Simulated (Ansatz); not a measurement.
Crystal: CsLiCr2Te2S3.

```
CELL_PARAMETERS angstrom
3.42162 -5.18069 0.00784
3.42162 5.18069 0.00784
-2.90411 0.00000 7.43093
ATOMIC_POSITIONS crystal
Cs 0.09374 0.09374 0.00853
Li 0.58875 0.58875 0.55336
Cr 0.05646 0.46755 0.55790
Cr 0.46755 0.05646 0.55790
Te 0.56486 0.87357 0.29035
Te 0.87357 0.56486 0.29035
S 0.81151 0.39697 0.73347
S 0.39697 0.81151 0.73347
S 0.21404 0.21404 0.48371
```

The cell was built by a generator and needn't be a form met in nature.

Base run:

* Program: Ansatz 0.2.0
* Functional: PBE
* Potentials or basis: Ansatz PAW
* Cutoff: 420 eV (not typed: the program's choice for these potentials)
* k mesh: 5 × 5 × 4
* Occupations: fermi-dirac, width 0.05 eV
* Spin: collinear spin, ferromagnetic start
* Starting moments: [0.0, 0.0, 3.0, 3.0, 0.0, 0.0, 0.0, 0.0, 0.0] μB
* Hubbard terms: Cr d U = 8 eV

Its results: band gap on the k mesh none (metal or under the smearing width); pressure 6.3 GPa; net moment 6.07 μB per cell; site moments Cs -0.00; Li -0.00; Cr +3.32; Te -0.13; S -0.36, -0.35 μB; largest force 3.018 eV/Å.

Problem. The run is repeated on the same cell with these changes: hubbard terms from Cr d U = 8 eV to Cr d U = 4 eV. What comes out?

Solution. Band gap on the k mesh none (metal or under the smearing width); pressure 3.6 GPa; net moment 5.59 μB per cell; site moments Cs -0.00; Li -0.00; Cr +2.92; Te -0.13; S -0.22 μB; largest force 1.940 eV/Å.

Caveats: the magnetic or orbital state may not be the lowest; only a ferromagnetic start was run, and an antiferromagnetic order may lie lower in energy; forces of over 1 eV/Å show positions far from the minimum, so gaps and moduli don't describe the material at rest.
